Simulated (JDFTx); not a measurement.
## BBrH2: single point with PBE

The system is BBrH2, in a box.

```
CELL_PARAMETERS angstrom
12.00000 0.00000 0.00000
0.00000 11.00000 0.00000
0.00000 0.00000 11.00000
ATOMIC_POSITIONS crystal
B 0.47330 0.49154 0.49951
Br 0.60864 0.45623 0.58021
H 0.39353 0.43315 0.52575
H 0.47367 0.57067 0.42597
```

```json
{"Program": "JDFTx 1.7.0 (patched build)", "Task": "single point", "Functional": "PBE", "Potentials or basis": "PseudoDojo-SR-PBE-0.5-standard with smoothed tails", "Cutoff": "1034 eV", "Density cutoff": "8272 eV", "k mesh": "1 × 1 × 1", "Occupations": "fermi-dirac, width 0.05 eV", "Spin": "no spin polarisation"}
```

| Item | Value |
| --- | --- |
| Largest force | 0.134 eV/Å |
| Gap between the frontier levels | 3.97 eV |

Forces on the atoms (eV/Å):
```
B   -0.052  0.012 -0.027
Br   0.115 -0.028  0.063
H   -0.079 -0.068  0.037
H    0.016  0.083 -0.073
```

Levels at points of the mesh, in eV from the valence-band top:
```csv
k point,band 3,band 4,band 5,band 6,band 7,band 8,band 9,band 10
"(0.00, 0.00, 0.00)",-2.66,-2.36,-1.19,0.00,3.97,6.38,6.86,7.49
```

Wall time 4.2 min on 1 thread of Arm Neoverse V2 (shared host), peak memory 1.6 GiB.
